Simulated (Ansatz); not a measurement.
# AlCl2FH2S: the cost of one run

Method: RKS PBE-D4/def2-SVP, in Ansatz 0.2.0.

### Step 1. The structure to begin with

Bond lengths: Al1–F2 2.040 Å, Al1–Cl3 2.230 Å, Al1–Cl4 2.230 Å, Al1–S5 2.560 Å, S5–H6 1.400 Å. Angles: F2–Al1–Cl3 120.0°, F2–Al1–Cl4 120.0°, F2–Al1–S5 71.6°, Cl3–Al1–Cl4 120.0°, Cl3–Al1–S5 97.0°, Cl4–Al1–S5 101.2°, Al1–S5–H6 109.5°.

Structure file:

```xyz
7

Al    0.0000    0.0000    0.0000
F     0.0000    0.0000    2.0400
Cl    1.9312    0.0000   -1.1150
Cl   -1.9312    0.0000   -1.1150
S     0.1070   -2.4270    0.8072
H    -0.6505   -3.2374   -0.0469
H     0.0529   -1.1996    1.9334
```

### Step 2. Pulling towards end A

Springs on the bonds that form and break draw the guess towards this end; the thresholds are loose.

Input file input.yaml:

```yaml
crystal:
  periodic: [false, false, false]
  atoms:
    - { symbol: Al, position_ang: [0.0, 0.0, 0.0] }
    - { symbol: F, position_ang: [0.0, 0.0, 2.04] }
    - { symbol: Cl, position_ang: [1.9312, 0.0, -1.115] }
    - { symbol: Cl, position_ang: [-1.9312, 0.0, -1.115] }
    - { symbol: S, position_ang: [0.107, -2.427, 0.8072] }
    - { symbol: H, position_ang: [-0.6505, -3.2374, -0.0469] }
    - { symbol: H, position_ang: [0.0529, -1.1996, 1.9334] }
basis:
  gaussian: { orbitals: def2-SVP }
hamiltonian:
  xc: pbe
  dispersion: d4
relax:
  f_tol: 0.15
  max_steps: 25
  restrain:
    - { distance: [0, 4], at: 3.46, k: 30.0 }
    - { distance: [6, 1], at: 2.12, k: 30.0 }
    - { distance: [0, 1], at: 1.69, k: 30.0 }
    - { distance: [6, 4], at: 1.4, k: 30.0 }
output:
  orbitals: {}
```

Run with:

```bash
$ ansatz run input.yaml --threads 2 --pin off --max-ram 3072MiB --backend cpu --events-out ev --progress --plain --runs-dir out
```

What time and memory should one allow on 2 threads of Arm Neoverse N1, shared host?

About 31 s, with a peak of 0.15 GiB.
